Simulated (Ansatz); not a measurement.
**C₂H₆AsN: small, medium and large basis sets**

Aim: see how fast density functionals converge with the basis set for C₂H₆AsN.

The runs use Ansatz 0.2.0, Gaussian basis; one geometry, several basis sets.

Plan: PBE0-D4/def2-SVP; ωB97M-V/def2-SVP; PBE0-D4/def2-QZVPP; ωB97M-V/def2-QZVPP; the functionals' def2-TZVPP values are taken from earlier runs.

## 1. The geometry

The geometry comes from an earlier relaxation with PBE0-D4 in a triple-zeta def2 set; it is a stationary point, not always the lowest conformer.

SMILES `C=N[AsH]C`, 10 atoms, charge 0, spin multiplicity 1.

Atoms are counted from 1 here; the program's logs count them from 0.

Bond lengths: C1–N2 1.258 Å, C1–H5 1.100 Å, C1–H6 1.095 Å, N2–As3 1.867 Å, As3–C4 1.959 Å, As3–H7 1.539 Å, C4–H8 1.090 Å, C4–H9 1.091 Å, C4–H10 1.089 Å. Angles: N2–C1–H5 124.7°, N2–C1–H6 119.2°, H5–C1–H6 116.1°, C1–N2–As3 120.8°, N2–As3–C4 95.7°, N2–As3–H7 98.1°, C4–As3–H7 95.8°, As3–C4–H8 108.1°, As3–C4–H9 108.8°, As3–C4–H10 111.4°, H8–C4–H9 108.9°, H8–C4–H10 109.7°, H9–C4–H10 110.0°.

Coordinates:

| atom | x (Å) | y (Å) | z (Å) |
| --- | --- | --- | --- |
| C1 | -0.74076 | 1.91146 | -0.12916 |
| N2 | -1.05766 | 0.69403 | -0.12844 |
| As3 | -0.27748 | -0.49755 | 1.07892 |
| C4 | 0.49083 | -1.67706 | -0.28320 |
| H5 | 0.03582 | 2.35775 | 0.50987 |
| H6 | -1.25618 | 2.59664 | -0.80999 |
| H7 | 1.01792 | 0.28723 | 1.35249 |
| H8 | -0.32593 | -2.20990 | -0.76973 |
| H9 | 1.14315 | -2.40103 | 0.20713 |
| H10 | 1.05328 | -1.11277 | -1.02509 |

## 2. PBE0-D4 in def2-SVP

File in.yaml:

```yaml
crystal:
  periodic: [false, false, false]
  atoms:
    - {symbol: C, position_ang: [-0.740756, 1.911463, -0.129161]}
    - {symbol: N, position_ang: [-1.057656, 0.694030, -0.128438]}
    - {symbol: As, position_ang: [-0.277481, -0.497554, 1.078919]}
    - {symbol: C, position_ang: [0.490833, -1.677057, -0.283204]}
    - {symbol: H, position_ang: [0.035819, 2.357750, 0.509871]}
    - {symbol: H, position_ang: [-1.256180, 2.596642, -0.809994]}
    - {symbol: H, position_ang: [1.017920, 0.287231, 1.352494]}
    - {symbol: H, position_ang: [-0.325929, -2.209900, -0.769727]}
    - {symbol: H, position_ang: [1.143154, -2.401030, 0.207132]}
    - {symbol: H, position_ang: [1.053276, -1.112774, -1.025091]}
basis:
  gaussian: {orbitals: def2-SVP}
hamiltonian: {xc: pbe0, dispersion: d4}
output: {orbitals: {seedname: orbitals}}
```

Command:

```
ansatz run in.yaml --threads 4 --pin off --events-out ev --progress --plain --max-ram 10444MiB
```

After this run come: ωB97M-V in def2-SVP; PBE0-D4 in def2-QZVPP; ωB97M-V in def2-QZVPP.

Q: Predict the results of all the runs planned. Wanted: PBE0-D4: double and triple zeta above quadruple; ωB97M-V: double and triple zeta above quadruple.

As calculated:

| quantity | value |
| --- | --- |
| PBE0-D4: double and triple zeta above quadruple | 13.26, 1.53 eV |
| ωB97M-V: double and triple zeta above quadruple | 13.42, 1.49 eV |

In words: For PBE0-D4 the step from double to triple zeta gains 11.73 eV and the next only 1.53 eV. These are total energies; as a rule much of such shifts cancels in differences, which this series doesn't test. The LUMO of ωB97M-V is positive and keeps falling with the basis (1.85 to 1.32 eV): an unbound level that the basis holds in place.
